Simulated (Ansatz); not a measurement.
# Al3BP4: the cost of one run

Program: Ansatz 0.2.0. Level of theory: DFT PBE, scalar-relativistic, plane waves, PAW. These are calculated values, not measurements.

## Step 1: The starting structure

It takes space group I-42m (No. 121, tetragonal). The conventional cell has a = 5.126 Å, b = 5.126 Å, c = 10.253 Å, α = 90.00°, β = 90.00°, γ = 90.00°. Around Al (site symmetry -4) lie 4 P at 2.22 Å. Al (site symmetry -42m) is surrounded by 4 P at 2.22 Å. Around B (site symmetry -42m) lie 4 P at 2.22 Å. P (site symmetry m) has 3 Al at 2.22 Å and 1 B at 2.22 Å as nearest neighbours.

As a file:

```cif
data_structure
_symmetry_space_group_name_H-M 'P 1'
_symmetry_Int_Tables_number 1
_cell_length_a 6.2784
_cell_length_b 6.2784
_cell_length_c 6.2784
_cell_angle_alpha 131.810
_cell_angle_beta 131.810
_cell_angle_gamma 70.529
_cell_volume 134.71
loop_
_atom_site_label
_atom_site_type_symbol
_atom_site_fract_x
_atom_site_fract_y
_atom_site_fract_z
_atom_site_occupancy
Al1 Al 0.75000 0.25000 0.50000 1
Al2 Al 0.50000 0.50000 0.00000 1
Al3 Al 0.25000 0.75000 0.50000 1
B1 B 0.00000 0.00000 0.00000 1
P1 P 0.12500 0.12500 0.50000 1
P2 P 0.87500 0.37500 0.00000 1
P3 P 0.62500 0.62500 0.50000 1
P4 P 0.37500 0.87500 0.00000 1
```

The start is an ordering of an alloy on its end members' structure types: elements ordered on the sites of the BP type, B/Al on B (I-42m, No. 121).

## Step 2: The guess as it stands, on a coarse mesh

input.yaml reads:

```yaml
crystal:
  lattice:
    - [-2.56312655, 2.56312655, 5.12625311]
    - [2.56312655, -2.56312655, 5.12625311]
    - [2.56312655, 2.56312655, -5.12625311]
  atoms:
    - { symbol: Al, position: [0.75, 0.25, 0.5] }
    - { symbol: Al, position: [0.5, 0.5, 0.0] }
    - { symbol: Al, position: [0.25, 0.75, 0.5] }
    - { symbol: B, position: [0.0, 0.0, 0.0] }
    - { symbol: P, position: [0.125, 0.125, 0.5] }
    - { symbol: P, position: [0.875, 0.375, 0.0] }
    - { symbol: P, position: [0.625, 0.625, 0.5] }
    - { symbol: P, position: [0.375, 0.875, 0.0] }
basis:
  ecutwfc: 420
kpoints:
  mp_grid: { grid: [6, 6, 6] }
hamiltonian:
  xc: pbe
scf:
  occupations: { method: gaussian, width: 0.1 }
  lower_state_search: "off"
output:
  forces: true
  stress: true
  eigenvalues: true
```

Launch:

```console
ansatz run input.yaml --threads 1 --pin off --max-ram 2560MiB --backend cpu --events-out ev --progress --plain --runs-dir out
```

Q: Estimate wall time and peak memory on 1 thread of Intel Xeon at 2.70GHz, shared host.

About 7.6 s, with a peak of 0.41 GiB.
